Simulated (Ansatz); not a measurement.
# Li3SeF: the cost of one run

Computed with Ansatz 0.2.0 (DFT r2SCAN, scalar-relativistic, plane waves, PAW).

**1. Starting point**

It takes space group Pm-3m (No. 221, cubic). Conventional cell: a = 3.997 Å, b = 3.997 Å, c = 3.997 Å, α = 90.00°, β = 90.00°, γ = 90.00°. Around Li (site symmetry 4/mmm) lie 2 F at 2.00 Å and 8 Li at 2.83 Å and 4 Se at 2.83 Å. Around Se (site symmetry m-3m) lie 12 Li at 2.83 Å. F (site symmetry m-3m) is surrounded by 6 Li at 2.00 Å.

Coordinates:

```xyz
5
Lattice="3.9966 0.0000 0.0000 0.0000 3.9966 0.0000 0.0000 0.0000 3.9966" Properties=species:S:1:pos:R:3 pbc="T T T"
Li    1.9983    0.0000    0.0000
Li    0.0000    1.9983    0.0000
Li    0.0000    0.0000    1.9983
Se    1.9983    1.9983    1.9983
F     0.0000    0.0000    0.0000
```

The cell was relaxed beforehand at this level, from a generated guess; it is a trial structure. At a tolerance of 0.02 Å it has space group Pm-3m (No. 221); it has 12.77 Å³/atom, an uncorrected energy of -1.89 eV/atom over the elements and, on its mesh, gap 3.74 eV.

**2. The same geometry with r2SCAN**

input.yaml

```yaml
crystal:
  lattice:
    - [3.9965616007, 0.0, 0.0]
    - [0.0, 3.9965616007, 0.0]
    - [0.0, 0.0, 3.9965616007]
  atoms:
    - { symbol: Li, position: [0.5, 0.0, 0.0] }
    - { symbol: Li, position: [0.0, 0.5, 0.0] }
    - { symbol: Li, position: [0.0, 0.0, 0.5] }
    - { symbol: Se, position: [0.5, 0.5, 0.5] }
    - { symbol: F, position: [0.0, 0.0, 0.0] }
basis:
  ecutwfc: 500
kpoints:
  mp_grid: { grid: [6, 6, 6] }
  band_path:
    path:
      - [[0.0, 0.0, 0.0], [0.0, 0.5, 0.0], [0.5, 0.5, 0.0], [0.0, 0.0, 0.0], [0.5, 0.5, 0.5], [0.0, 0.5, 0.0]]
      - [[0.5, 0.5, 0.5], [0.5, 0.5, 0.0]]
    npoints: 14
hamiltonian:
  xc: r2scan
scf:
  occupations: { method: gaussian, width: 0.02 }
  n_extra_bands: 12
output:
  forces: true
  stress: true
  eigenvalues: true
  populations: true
  dos: { projected: true, de: 0.02, nscf_kmesh: { grid: [9, 9, 9] } }
  bader: true
  write_density: true
  write_potential: true
  elf: true
  volumetric_format: npy
```

Run with:

```sh
$ ansatz run input.yaml --threads 1 --pin off --max-ram 2048MiB --backend cpu --events-out ev --progress --plain --runs-dir out
```

Q: Estimate wall time and peak memory on 1 thread of Arm Neoverse V1, shared host.

About 44 s, with a peak of 0.45 GiB.
